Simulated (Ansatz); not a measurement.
# H2HfSi: the cost of one run

The runs use Ansatz 0.2.0, Gaussian basis; the settings change from run to run.

17 further runs of the same task are left out: 6 that didn't finish, 11 set aside as unsound or not needed. Runs told in other sessions of the task aren't counted.

### 1 What is computed

The geometry is a PBE0/def2-TZVP stationary point (not a proven minimum). No spin-orbit coupling is included. Elements past krypton take def2 core potentials.

4 atoms, charge 0, spin multiplicity 1.

Atoms are counted from 1 here; the program's logs count them from 0.

Bond lengths: Hf1–Si2 2.457 Å, Si2–H3 1.498 Å, Si2–H4 1.498 Å. Angles: Hf1–Si2–H3 125.7°, Hf1–Si2–H4 125.7°, H3–Si2–H4 108.7°.

### 2 CCSD on RHF/def2-SVPD

Input file in.yaml:

```yaml
crystal:
  periodic: [false, false, false]
  atoms:
    - {symbol: Hf, position_ang: [0.000000, 0.000000, 0.362947]}
    - {symbol: Si, position_ang: [0.000000, 0.000000, -2.093656]}
    - {symbol: H, position_ang: [0.000000, 1.217203, -2.966957]}
    - {symbol: H, position_ang: [0.000000, -1.217203, -2.966957]}
basis:
  gaussian: {orbitals: def2-SVPD, point_charges: [{charge: -0.50, position_ang: [4.400, 0.921, -0.809]}]}
magnetization: {spin_polarized: false}
correlation: {method: ccsd, electrons: outside_noble_gas}
accuracy: high
```

Started as:

```console
$ ansatz run in.yaml --threads 1 --pin off --events-out ev --progress --plain --max-ram 2393MiB
```

Q: Estimate wall time and peak memory on 1 thread of Arm Neoverse N1, shared host.

About 16 s, with a peak of 0.31 GiB.
